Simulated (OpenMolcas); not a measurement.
**Os⁶⁺ among point charges: CASSCF and CASPT2 levels and susceptibility**

Aim: the splitting of the states of Os⁶⁺ in the field of 6 point charges, its lowest levels with spin-orbit coupling and its magnetic susceptibility.

Program: OpenMolcas 26.06. Level of theory: state-averaged CASSCF and CASPT2, spin-orbit coupling by RASSI with atomic mean-field integrals. These are calculated values, not measurements, unless marked.

## Step 1: Starting point

| Property | Result |
| --- | --- |
| Species | Os⁶⁺ (osmium, Z = 76, 70 electrons) |
| Basis | ANO-RCC-VDZP [7s6p4d2f1g], 68 functions |
| Scalar Hamiltonian | DKH2, point nucleus |
| Inactive shells | 1s 2s 2p 3s 3p 3d 4s 4p 4d 4f 5s 5p |
| Active space | 2 electrons in 5 orbitals (5d) |
| Some configurations of this space | 5d² |
| Orbitals | optimised for each spin and parity, averaged over all roots |

The outer shells:

5d2
```
5d [↑ ][↑ ][  ][  ][  ]
```

The ion sits among 6 point charges of -1 e arranged as an octahedron (Oh), 1.75 Å from the ion.

The work runs as a chain of OpenMolcas steps in one folder; each step below is one input file. Labels, J, g values, rates, χT and fits are worked out afterwards by a script from the matrices that RASSI stores. The input lists half of the charges; inversion (Group=XYZ) makes the rest.

## Step 2: One- and two-electron integrals

a.inp

```
&GATEWAY
Coord
1

Os 0.0 0.0 0.0
Basis=ANO-RCC-VDZP
Group=XYZ
NoMove
AngMom=0.0 0.0 0.0
AMFI
XField
3 Angstrom 0
1.750000 0.000000 0.000000 -1.000000
0.000000 1.750000 0.000000 -1.000000
0.000000 0.000000 1.750000 -1.000000
&SEWARD
```

Run with:

```
> OMP_NUM_THREADS=1 MOLCAS_MEM=1689 MOLCAS_PROJECT=a pymolcas a.inp > a.log
```

## Step 3: CASSCF: triplets of even parity, 10 roots

a.inp

```
&RASSCF
FileOrb=start.orb
Symmetry=1
Spin=3
nActEl=2 0 0
Inactive=15 19
Ras2=5 0
CIRoot=10 10 1
SDav=10
CIMx=300
Iter=120 100
PrWF=0.3
OrbListing=Nothing
MaxOrb=0
>>> COPY $Project.JobIph JOB001
```

start.orb holds the contracted functions of the basis, ordered by shell, or the orbitals of the step before.

## Step 4: CASSCF: singlets of even parity, 15 roots

a.inp

```
&RASSCF
FileOrb=start.orb
Symmetry=1
Spin=1
nActEl=2 0 0
Inactive=15 19
Ras2=5 0
CIRoot=15 15 1
SDav=15
CIMx=300
Iter=120 100
PrWF=0.3
OrbListing=Nothing
MaxOrb=0
>>> COPY $Project.JobIph JOB002
```

## Step 5: RASSI: spin-orbit coupling between the states

a.inp

```
&RASSI
NrOfJobIphs=2 10 15
1 2 3 4 5 6 7 8 9 10
1 2 3 4 5 6 7 8 9 10 11 12 13 14 15
IphNames
JOB001
JOB002
EJob
SpinOrbit
DIPRint=1.0
SOCoupling=1000.0
Subsets=2
Property=9
'ANGMOM' 1 'ANGMOM' 2 'ANGMOM' 3 'MLTPL  1' 1 'MLTPL  1' 2 'MLTPL  1' 3
'AMFI' 1 'AMFI' 2 'AMFI' 3
SOProperty=3
'ANGMOM' 1 'ANGMOM' 2 'ANGMOM' 3
```

## Step 6: CASPT2: IPEA 0.25, imaginary shift 0.1 (closed shells correlated: 5s 5p)

a.inp

```
>>> COPY JOB001 $Project.JobIph
&CASPT2
Multistate=10 1 2 3 4 5 6 7 8 9 10
NoMult
Frozen=14 16
IPEA=0.25
Imaginary=0.1
MaxIter=60
WThr=0.0 0.3 0.05
PrWF=0.5
NoMix
>>> COPY JOB002 $Project.JobIph
&CASPT2
Multistate=15 1 2 3 4 5 6 7 8 9 10 11 12 13 14 15
NoMult
Frozen=14 16
IPEA=0.25
Imaginary=0.1
MaxIter=60
WThr=0.0 0.3 0.05
PrWF=0.5
NoMix
```

(Steps that only read results are left out.)

Before running it: what results should come out? Wanted: spin-free ground state; first state of the same spin within the active space; lowest level; next level.

**Answer**, as computed:

| quantity | value |
| --- | --- |
| method | SS-CASPT2, IPEA 0.25, imaginary shift 0.1 (closed shells correlated: 5s 5p) |
| spin-free ground state | 3T1, 3-fold in its orbital part |
| first state of the same spin within the active space | 3T2 at 6960 cm⁻¹ |
| lowest level | 2-fold E, g = 0.00, 0.00, 0.00 |
| next level | 1256.6 cm⁻¹ |
| χT at 300 K | 0.08 cm³ K/mol |
| effective moment at 300 K | 0.80 μB |

Cost by method:

```csv
method,time of its own steps,time with the reference
A. CASSCF,8.2 s,8.2 s
"B. SS-CASPT2, IPEA 0.25, imaginary shift 0.1, +5s 5p",4.3 s,13 s
```

Times are of one thread on a shared host.

The spin-free ground state (3T1) comes to 97 % from free-ion F terms and keeps the highest spin of the shell. χT at 300 K is 0.08, against 1.00 cm³ K/mol for the spin alone, so spin-orbit coupling lowers it. A ligand-field fit to the states below 45000 cm-1 gives 10Dq = 8271 cm-1, B = 830 cm-1 and C = 3589 cm-1 (C/B = 4.32), with a deviation of 183 cm-1. CASPT2 does not keep the components of a term degenerate, and the means are used. The field of point charges can differ much from that of real complexes. This is an electrostatic model: the charges have no orbitals.
